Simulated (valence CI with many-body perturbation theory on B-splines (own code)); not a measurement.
# Re³⁴⁺: smaller orbital sets

How much do the size of the orbital set matter for Re³⁴⁺? A reference run is followed by altered ones.

The numbers are computed with an in-house CI+MBPT code version 2 (configuration interaction of the valence electrons, many-body perturbation theory for a frozen closed Dirac-Fock core, no-pair Dirac Hamiltonian, B-spline basis), except any that are marked as measured or tabulated.

## 1. What is computed

| Property | Result |
| --- | --- |
| element | rhenium (Z = 75, A = 187) |
| charge | +34 |
| frozen core | [Kr] |
| start configuration of the valence electrons | 4d5 |
| nuclear rms radius | 5.3698 fm |

## 2. The reference run

Settings, as recorded:

```ini
atom Re  Z=75  mass_number=187  rms_radius_fm=5.3698
core [Kr]
valence 4d5
avg = 1
basis = M
breit = 1
cap = 20000
capref = 1200
cscale = 1
de = 0.0
dress = 1
eps = 2e-08
h = 0.27
hh = 1
l2 = 3
lcore = 6
maxit = 60
n2 = 5
natural = 1
nlev = 30
nno = [4, 4, 5, 4, 3, 1]
nroot = 26
nsp = [3, 3, 3, 2, 1, 0]
pt2 = 1
qed = 1
rpa = 1
s1 = 1
s2 = 1
s3 = 1
screen = 1
tol = 2e-05
```

Run with:

```bash
$ python run_cv.py task.json out
```

task.json holds these settings and those of the later runs, which follow in the same process.

## 3. Changed: basis S; spectroscopic orbitals by l [3, 3, 2, 2, 0]; correlating orbitals by l [3, 3, 3, 3, 1]

The settings differ from step 2 so:

```diff
@@ -4,3 +4,3 @@
 avg = 1
-basis = M
+basis = S
 breit = 1
@@ -20,5 +20,5 @@
 nlev = 30
-nno = [4, 4, 5, 4, 3, 1]
+nno = [3, 3, 3, 3, 1]
 nroot = 26
-nsp = [3, 3, 3, 2, 1, 0]
+nsp = [3, 3, 2, 2, 0]
 pt2 = 1
```

## 4. Changed: basis S; spectroscopic orbitals by l [3, 3, 2, 2, 0]; correlating orbitals by l [2, 2, 2, 2, 0]

The settings differ from step 3 so:

```diff
@@ -20,3 +20,3 @@
 nlev = 30
-nno = [3, 3, 3, 3, 1]
+nno = [2, 2, 2, 2, 0]
 nroot = 26
```

Q: Predict the results.

The runs gave:

| run | outcome | ionisation energy (eV) | its shift (eV) | mean size of level shifts (cm⁻¹) | time |
| --- | --- | --- | --- | --- | --- |
| reference | converged | 1455.65 | 0 | 0 | 3.3 min |
| basis S; spectroscopic orbitals by l [3, 3, 2, 2, 0]; correlating orbitals by l [3, 3, 3, 3, 1] | converged | 1455.58 | -0.0775 | 93 | 2.2 min |
| basis S; spectroscopic orbitals by l [3, 3, 2, 2, 0]; correlating orbitals by l [2, 2, 2, 2, 0] | converged | 1455.46 | -0.191 | 564 | 79 s |
| NIST (tabulated theoretical) | - | 1454 | - | - | - |

The ionisation energy reacts most to «basis S; spectroscopic orbitals by l [3, 3, 2, 2, 0]; correlating orbitals by l [2, 2, 2, 2, 0]» (-0.191 eV) and least to «basis S; spectroscopic orbitals by l [3, 3, 2, 2, 0]; correlating orbitals by l [3, 3, 3, 3, 1]» (-0.0775 eV). The reference run itself stands +1.65 eV from the NIST entry (uncertainty 5 eV). The quickest altered run takes 40 % of the reference time, which also holds the start-up, and shifts the levels by 564 cm⁻¹ on average. Cautions: intervals between levels of different J carry noise of about a tenth of the second-order remainder, tens of cm⁻¹ or more; by estimate large intervals hold to a few tenths of a per cent, small ones and the rates on them less well; only levels of one parity were solved.
